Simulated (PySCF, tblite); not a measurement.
# hexylamine (C6H15N): a rotation path, then NMR shifts on frames

Aim: move hexylamine (C6H15N) (`CCCCCCN`) away from its starting geometry and see how NMR shifts follow the geometry.

The runs use tblite 0.8.0 and PySCF 2.14.0, with density-fitted response routines of our own; the level of theory stands in each step. All values are computed, except where a source is named. Atoms are numbered from 0 throughout.

## Step 1: The molecule as given

22 atoms, charge 0, multiplicity 1; geometry from: GFN2-xTB.

Bonds of the start (Å): C0–C1 1.52, C1–C2 1.53, C2–C3 1.53, C3–C4 1.53, C4–C5 1.53, C5–N6 1.45, C0–H7 1.09, C0–H8 1.09, C0–H9 1.09, C1–H10 1.09, C1–H11 1.09, C2–H12 1.09, C2–H13 1.09, C3–H14 1.09, C3–H15 1.09, C4–H16 1.09, C4–H17 1.09, C5–H18 1.10, C5–H19 1.09, N6–H20 1.02, N6–H21 1.01.

## Step 2: A band between two rotamers with GFN2-xTB

Job settings and geometry (Å):

```
{"job": {"kind": "neb", "xc": "GFN2-xTB", "basis": "xTB", "atoms": [3, 4, 5, 6], "turn": 120}, "charge": 0, "multiplicity": 1}
C     -3.509496     0.177524     0.288662
C     -2.191937     0.307154    -0.465752
C     -1.022414    -0.263434     0.332493
C      0.308186    -0.087741    -0.393548
C      1.473450    -0.689467     0.387407
C      2.817556    -0.373102    -0.266292
N      3.048162     1.063447    -0.274427
H     -3.461670     0.710861     1.235795
H     -4.330003     0.588208    -0.295133
H     -3.727337    -0.867604     0.497686
H     -2.267482    -0.218382    -1.420407
H     -1.998438     1.359924    -0.682976
H     -0.972694     0.238040     1.302141
H     -1.198138    -1.326146     0.519411
H      0.251990    -0.562254    -1.375755
H      0.507935     0.973236    -0.548625
H      1.472750    -0.290351     1.405216
H      1.357048    -1.773367     0.454180
H      3.612424    -0.933340     0.258083
H      2.804108    -0.707320    -1.307899
H      3.079084     1.415742     0.677252
H      3.936501     1.277757    -0.713722
```

With the program's defaults for keys left out, this is: GFN2-xTB climbing-image nudged elastic band, gas phase.

Started as:

```
> OMP_NUM_THREADS=1 python probes_run.py task.json out
```

The driver reads the jobs from task.json and runs them one after another.

Output:

```text
image   E - E0 / eV
  0      -0.0000
  1       0.0169
  2       0.0544
  3       0.0902
  4       0.1037
  5       0.0887
  6       0.0549
  7       0.0215
  8       0.0034
```

It took 5 s on 1 thread of Intel Xeon Platinum 8259CL at 2.50GHz, shared host; peak memory 0.19 GiB.

The final band, with the dihedral C3–C4–C5–N6:

| image | dihedral (°) | energy (eV) | energy (kcal/mol) |
| --- | --- | --- | --- |
| 0 | 63 | 0.000 | 0.0 |
| 1 | 75 | 0.017 | 0.4 |
| 2 | 89 | 0.054 | 1.3 |
| 3 | 103 | 0.090 | 2.1 |
| 4 | 118 | 0.104 | 2.4 |
| 5 | 132 | 0.089 | 2.0 |
| 6 | 147 | 0.055 | 1.3 |
| 7 | 162 | 0.021 | 0.5 |
| 8 | 175 | 0.003 | 0.1 |

## Step 3: Shielding tensors: image 0, PBE0/pcSseg-1

Job settings and geometry (Å):

```
{"job": {"kind": "nmr", "xc": "PBE0", "basis": "pcSseg-1", "pop": false}, "charge": 0, "multiplicity": 1}
C     -3.509500     0.177500     0.288700
C     -2.191900     0.307200    -0.465800
C     -1.022400    -0.263400     0.332500
C      0.308200    -0.087700    -0.393500
C      1.473400    -0.689500     0.387400
C      2.817600    -0.373100    -0.266300
N      3.048200     1.063400    -0.274400
H     -3.461700     0.710900     1.235800
H     -4.330000     0.588200    -0.295100
H     -3.727300    -0.867600     0.497700
H     -2.267500    -0.218400    -1.420400
H     -1.998400     1.359900    -0.683000
H     -0.972700     0.238000     1.302100
H     -1.198100    -1.326100     0.519400
H      0.252000    -0.562300    -1.375800
H      0.507900     0.973200    -0.548600
H      1.472800    -0.290400     1.405200
H      1.357000    -1.773400     0.454200
H      3.612400    -0.933300     0.258100
H      2.804100    -0.707300    -1.307900
H      3.079100     1.415700     0.677300
H      3.936500     1.277800    -0.713700
```

Method: GIAO PBE0/pcSseg-1 NMR shielding, non-relativistic, gas phase.

Output:

```text
coarse grid: 16880 points
cycle   1  E = -291.9161463266  dE =  4.803e-01  |g| = 5.066e-01  |ddm| = 3.873e+00
cycle   2  E = -291.8989576423  dE =  1.719e-02  |g| = 5.899e-01  |ddm| = 9.866e-01
cycle   3  E = -291.9840428295  dE = -8.509e-02  |g| = 3.923e-02  |ddm| = 5.334e-01
cycle   4  E = -291.9842553113  dE = -2.125e-04  |g| = 2.201e-02  |ddm| = 4.426e-02
cycle   5  E = -291.9843564364  dE = -1.011e-04  |g| = 4.356e-03  |ddm| = 1.960e-02
cycle   6  E = -291.9843604536  dE = -4.017e-06  |g| = 6.419e-04  |ddm| = 3.899e-03
final grid: 158824 points
cycle   7  E = -292.0263194590  dE = -5.130e-05  |g| = 1.026e-02  |ddm| = 3.112e-02
cycle   8  E = -292.0263108091  dE =  8.650e-06  |g| = 1.194e-02  |ddm| = 1.902e-02
cycle   9  E = -292.0263463726  dE = -3.556e-05  |g| = 5.411e-04  |ddm| = 1.014e-02
cycle  10  E = -292.0263464235  dE = -5.086e-08  |g| = 2.414e-04  |ddm| = 5.988e-04
cycle  11  E = -292.0263464354  dE = -1.191e-08  |g| = 3.807e-05  |ddm| = 2.019e-04
cycle  12  E = -292.0263464357  dE = -2.997e-10  |g| = 8.621e-06  |ddm| = 4.608e-05
converged SCF energy = -292.0263464357

GIAO shielding tensors (ppm)
atom      isotropic    diamagn.    paramagn.     s11        s22        s33       span
  0 C      169.369     244.235     -74.866    157.627    162.758    187.722     30.095
  1 C      158.112     246.845     -88.733    146.059    155.958    172.318     26.259
  2 C      148.280     250.662    -102.382    128.134    144.272    172.434     44.299
  3 C      154.807     250.439     -95.633    132.064    160.792    171.564     39.500
  4 C      149.052     247.065     -98.013    137.043    144.568    165.545     28.502
  5 C      139.673     243.649    -103.976    125.144    139.678    154.198     29.054
  6 N      228.837     312.916     -84.079    184.640    243.992    257.881     73.241
  7 H       30.786      28.650       2.136     26.635     29.158     36.563      9.928
  8 H       30.463      26.265       4.198     25.772     27.673     37.942     12.170
  9 H       30.773      28.340       2.432     26.650     29.050     36.617      9.967
 10 H       30.381      31.770      -1.389     25.445     30.543     35.154      9.709
 11 H       30.350      31.984      -1.635     25.370     30.819     34.860      9.490
 12 H       30.672      34.651      -3.980     26.041     31.842     34.132      8.091
 13 H       30.475      34.282      -3.807     25.983     31.569     33.874      7.891
 14 H       30.743      34.363      -3.620     25.764     31.546     34.920      9.156
 15 H       29.229      33.548      -4.319     23.117     30.768     33.801     10.684
 16 H       30.612      32.988      -2.376     26.298     30.865     34.673      8.375
 17 H       30.149      32.170      -2.021     25.574     29.766     35.106      9.531
 18 H       28.269      28.087       0.182     22.284     27.758     34.765     12.481
 19 H       29.105      29.861      -0.756     25.281     28.159     33.875      8.594
 20 H       31.857      30.798       1.059     25.129     30.384     40.058     14.929
 21 H       30.948      27.968       2.981     23.385     27.831     41.629     18.245
```

It took 37 s on 1 thread of Intel Xeon Platinum 8259CL at 2.50GHz, shared host; peak memory 0.86 GiB.

Shifts follow as δ = σ(reference) − σ, with reference shieldings (ppm) from runs at the same level and on the same kind of geometry: 1H TMS 31.72, 13C TMS 186.9, 15N NH3 267.7. The references are single molecules in the gas phase, so shifts against H2O, NH3, PH3, H3PO4 or CFCl3 are not on the usual liquid scales and can be off by tens of ppm. Each atom is listed at this fixed geometry, with no averaging over motion; a spectrum would average atoms that exchange fast.

| atoms | environment | σ (ppm) | δ (ppm) |
| --- | --- | --- | --- |
| C5 | sp3 CH2 bonded to N | 139.7 | 47.3 |
| C2 | sp3 CH2 | 148.3 | 38.6 |
| C4 | sp3 CH2 | 149.1 | 37.9 |
| C3 | sp3 CH2 | 154.8 | 32.1 |
| C1 | sp3 CH2 | 158.1 | 28.8 |
| C0 | methyl carbon | 169.4 | 17.6 |
| H18 | hydrogen on an sp3 CH2 bonded to N | 28.27 | 3.45 |
| H19 | hydrogen on an sp3 CH2 bonded to N | 29.11 | 2.61 |
| H15 | hydrogen on an sp3 CH2 | 29.23 | 2.49 |
| H17 | hydrogen on an sp3 CH2 | 30.15 | 1.57 |
| H11 | hydrogen on an sp3 CH2 | 30.35 | 1.37 |
| H10 | hydrogen on an sp3 CH2 | 30.38 | 1.34 |
| H8 | hydrogen on a methyl carbon | 30.46 | 1.25 |
| H13 | hydrogen on an sp3 CH2 | 30.48 | 1.24 |
| H16 | hydrogen on an sp3 CH2 | 30.61 | 1.10 |
| H12 | hydrogen on an sp3 CH2 | 30.67 | 1.05 |
| H14 | hydrogen on an sp3 CH2 | 30.74 | 0.97 |
| H9 | hydrogen on a methyl carbon | 30.77 | 0.94 |
| H7 | hydrogen on a methyl carbon | 30.79 | 0.93 |
| H21 | hydrogen on an amine nitrogen | 30.95 | 0.77 |
| H20 | hydrogen on an amine nitrogen | 31.86 | -0.14 |
| N6 | amine nitrogen | 228.8 | 38.9 |

## Step 4: NMR shieldings: image 2, PBE0/pcSseg-1

Job settings and geometry (Å):

```
{"job": {"kind": "nmr", "xc": "PBE0", "basis": "pcSseg-1", "pop": false}, "charge": 0, "multiplicity": 1}
C     -3.541600     0.145200     0.308900
C     -2.254400     0.212500    -0.503500
C     -1.042600    -0.214900     0.320600
C      0.263900    -0.094000    -0.458700
C      1.460100    -0.572000     0.360400
C      2.790300    -0.290100    -0.344700
N      3.285700     1.031300     0.012300
H     -3.469400     0.783500     1.186800
H     -4.391200     0.474400    -0.285400
H     -3.730000    -0.872900     0.643200
H     -2.344400    -0.432500    -1.380400
H     -2.103500     1.233700    -0.860000
H     -0.983800     0.408700     1.215400
H     -1.176300    -1.249400     0.647500
H      0.196700    -0.689800    -1.372700
H      0.424400     0.946400    -0.746300
H      1.460300    -0.062000     1.326700
H      1.363400    -1.643500     0.548900
H      3.509800    -1.092500    -0.106800
H      2.635300    -0.295900    -1.427300
H      3.484800     1.067400     1.007400
H      4.152100     1.225900    -0.478300
```

With the program's defaults for keys left out, this is: GIAO PBE0/pcSseg-1 NMR shielding, non-relativistic, gas phase.

Output:

```text
coarse grid: 16880 points
cycle   1  E = -291.9143813419  dE =  4.775e-01  |g| = 5.061e-01  |ddm| = 3.869e+00
cycle   2  E = -291.8973811466  dE =  1.700e-02  |g| = 5.888e-01  |ddm| = 9.717e-01
cycle   3  E = -291.9821070438  dE = -8.473e-02  |g| = 3.809e-02  |ddm| = 5.211e-01
cycle   4  E = -291.9823001819  dE = -1.931e-04  |g| = 2.208e-02  |ddm| = 4.092e-02
cycle   5  E = -291.9824021490  dE = -1.020e-04  |g| = 4.135e-03  |ddm| = 1.866e-02
cycle   6  E = -291.9824057627  dE = -3.614e-06  |g| = 6.204e-04  |ddm| = 3.619e-03
final grid: 158824 points
cycle   7  E = -292.0238403612  dE = -4.991e-05  |g| = 1.030e-02  |ddm| = 3.064e-02
cycle   8  E = -292.0238318024  dE =  8.559e-06  |g| = 1.196e-02  |ddm| = 1.873e-02
cycle   9  E = -292.0238673719  dE = -3.557e-05  |g| = 5.565e-04  |ddm| = 1.005e-02
cycle  10  E = -292.0238674265  dE = -5.455e-08  |g| = 2.343e-04  |ddm| = 5.801e-04
cycle  11  E = -292.0238674377  dE = -1.121e-08  |g| = 3.897e-05  |ddm| = 1.940e-04
cycle  12  E = -292.0238674380  dE = -3.196e-10  |g| = 8.435e-06  |ddm| = 4.519e-05
converged SCF energy = -292.0238674380

GIAO shielding tensors (ppm)
atom      isotropic    diamagn.    paramagn.     s11        s22        s33       span
  0 C      169.373     244.246     -74.873    157.533    162.887    187.700     30.167
  1 C      158.384     246.772     -88.388    146.448    156.278    172.427     25.979
  2 C      147.916     250.598    -102.682    126.953    143.841    172.954     46.001
  3 C      151.408     250.378     -98.970    125.423    154.049    174.752     49.329
  4 C      148.627     246.834     -98.207    133.933    142.930    169.019     35.087
  5 C      139.191     244.313    -105.122    126.043    137.811    153.720     27.677
  6 N      227.635     310.309     -82.674    176.926    241.480    264.499     87.573
  7 H       30.788      28.662       2.127     26.612     29.226     36.527      9.915
  8 H       30.449      26.156       4.293     25.761     27.647     37.939     12.177
  9 H       30.755      28.316       2.439     26.641     29.001     36.624      9.983
 10 H       30.390      31.641      -1.251     25.503     30.495     35.173      9.670
 11 H       30.345      31.883      -1.538     25.357     30.777     34.902      9.545
 12 H       30.601      34.656      -4.055     25.964     31.915     33.925      7.961
 13 H       30.504      34.389      -3.886     26.010     31.727     33.774      7.764
 14 H       30.549      34.283      -3.734     25.721     31.459     34.468      8.747
 15 H       29.800      33.910      -4.110     24.800     31.432     33.167      8.367
 16 H       30.806      33.457      -2.651     26.546     31.770     34.103      7.557
 17 H       30.068      32.640      -2.572     25.299     30.168     34.736      9.437
 18 H       28.237      28.801      -0.563     22.058     28.283     34.371     12.313
 19 H       29.322      30.372      -1.050     25.403     29.543     33.021      7.617
 20 H       31.683      29.657       2.026     24.789     30.310     39.949     15.160
 21 H       31.106      27.384       3.722     23.425     27.939     41.955     18.530
```

It took 37 s on 1 thread of Intel Xeon Platinum 8259CL at 2.50GHz, shared host; peak memory 0.87 GiB.

Key values: δ C5 47.7, C2 39.0, C4 38.3, C3 35.5, H18 3.48, H19 2.39 ppm.

[end of part 1 of 2]
